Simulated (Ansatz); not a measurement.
# C₃H₃ClO₂Zn: one species, many methods

An exercise on one series of results from a longer session: the logs are not shown, and one member is left open.

The runs use Ansatz 0.2.0, Gaussian basis; functionals in def2-TZVPP, the program's frozen cores in correlated methods.

Plan: LDA (SPW92), PBE-D4, revPBE-D4, BLYP-D4, r2SCAN-D4, B97M-V, PBE0-D4, B3LYP-D4, r2SCANh-D4, r2SCAN0-D4, HSE06-D4, BHLYP-D4, CAM-B3LYP-D4, LC-ωPBE, ωB97X-V, ωB97M-V, B2PLYP, PBE-QIDH; CCSD(T)/def2-SVP; MP2/def2-TZVPP; MP2/def2-QZVPP; RPA on PBE.

## Structure used throughout

All runs share one geometry, relaxed beforehand with PBE0-D4 in a triple-zeta def2 set.

10 atoms, charge 0, spin multiplicity 1.

Atoms are counted from 1 here; the program's logs count them from 0.

Bond lengths: Cl1–Zn2 2.115 Å, Zn2–O3 1.935 Å, Zn2–O7 1.935 Å, O3–C4 1.264 Å, C4–C5 1.392 Å, C4–H8 1.097 Å, C5–C6 1.392 Å, C5–H9 1.082 Å, C6–O7 1.264 Å, C6–H10 1.097 Å. Angles: Cl1–Zn2–O3 131.8°, Cl1–Zn2–O7 131.8°, O3–Zn2–O7 96.5°, Zn2–O3–C4 122.1°, O3–C4–C5 127.5°, O3–C4–H8 115.3°, C5–C4–H8 117.2°, C4–C5–C6 124.3°, C4–C5–H9 117.8°, C6–C5–H9 117.8°, C5–C6–O7 127.5°, C5–C6–H10 117.2°, O7–C6–H10 115.3°, Zn2–O7–C6 122.1°.

The first run:

Input file in.yaml:

```yaml
crystal:
  periodic: [false, false, false]
  atoms:
    - {symbol: Cl, position_ang: [1.854478, -3.225713, 1.589118]}
    - {symbol: Zn, position_ang: [0.886271, -1.539511, 0.757650]}
    - {symbol: O, position_ang: [-0.290814, -1.350247, -0.766628]}
    - {symbol: C, position_ang: [-0.776648, -0.233556, -1.105033]}
    - {symbol: C, position_ang: [-0.575450, 0.999487, -0.491869]}
    - {symbol: C, position_ang: [0.223170, 1.196289, 0.630763]}
    - {symbol: O, position_ang: [0.881793, 0.326772, 1.269282]}
    - {symbol: H, position_ang: [-1.430543, -0.254928, -1.985877]}
    - {symbol: H, position_ang: [-1.072251, 1.861525, -0.915818]}
    - {symbol: H, position_ang: [0.300003, 2.219882, 1.018411]}
basis:
  gaussian: {orbitals: def2-TZVPP}
hamiltonian: {xc: lda}
output: {orbitals: {seedname: orbitals}}
```

Command:

```sh
ansatz run in.yaml --threads 4 --pin off --events-out ev --progress --plain --max-ram 11315MiB
```

Among the steps run: LDA; PBE-D4 (GGA); revPBE-D4 (GGA); BLYP-D4 (GGA); r2SCAN-D4 (meta-GGA); B97M-V (meta-GGA); PBE0-D4 (hybrid); B3LYP-D4 (hybrid); r2SCANh-D4 (hybrid); r2SCAN0-D4 (hybrid); HSE06-D4 (hybrid); BHLYP-D4 (hybrid); CAM-B3LYP-D4 (range-separated); LC-ωPBE (range-separated); ωB97X-V (range-separated); ωB97M-V (range-separated); B2PLYP (double hybrid); PBE-QIDH (double hybrid).

One table of the session follows, with a row left open; its other results are not shown here.

It belongs to the step «Orbital energies across the functionals». 

```
  functional  HOMO (eV)  LUMO (eV)  gap (eV)
 LDA (SPW92)      -6.77      -3.48      3.29
      PBE-D4      -6.59      -3.20      3.39
   revPBE-D4      -6.52      -3.09      3.43
     BLYP-D4      -6.48      -3.06      3.42
   r2SCAN-D4      -6.90      -3.07      3.82
      B97M-V      -6.88      -2.96      3.92
     PBE0-D4      -7.76      -2.28      5.48
    B3LYP-D4          ?          ?         ?
  r2SCANh-D4      -7.31      -2.73      4.58
  r2SCAN0-D4      -7.93      -2.21      5.72
    HSE06-D4      -7.36      -2.66      4.70
    BHLYP-D4      -8.72      -1.21      7.50
CAM-B3LYP-D4      -9.02      -1.18      7.84
     LC-ωPBE     -10.28      -0.09     10.19
     ωB97X-V      -9.94      -0.09      9.85
     ωB97M-V      -9.86      -0.14      9.71
```

Estimate the missing values for B3LYP-D4.

Worked estimate for «HOMO (eV)». Against the share of exact exchange, BLYP-D4 (0, -6.48), BHLYP-D4 (0.5, -8.72) give a slope of -4.48 per unit share; at 0.2 the line stands at -7.38.

The run gave: HOMO (eV): -7.55; LUMO (eV): -2.50; gap (eV): 5.06. In «HOMO (eV)» the line misses by +0.17.
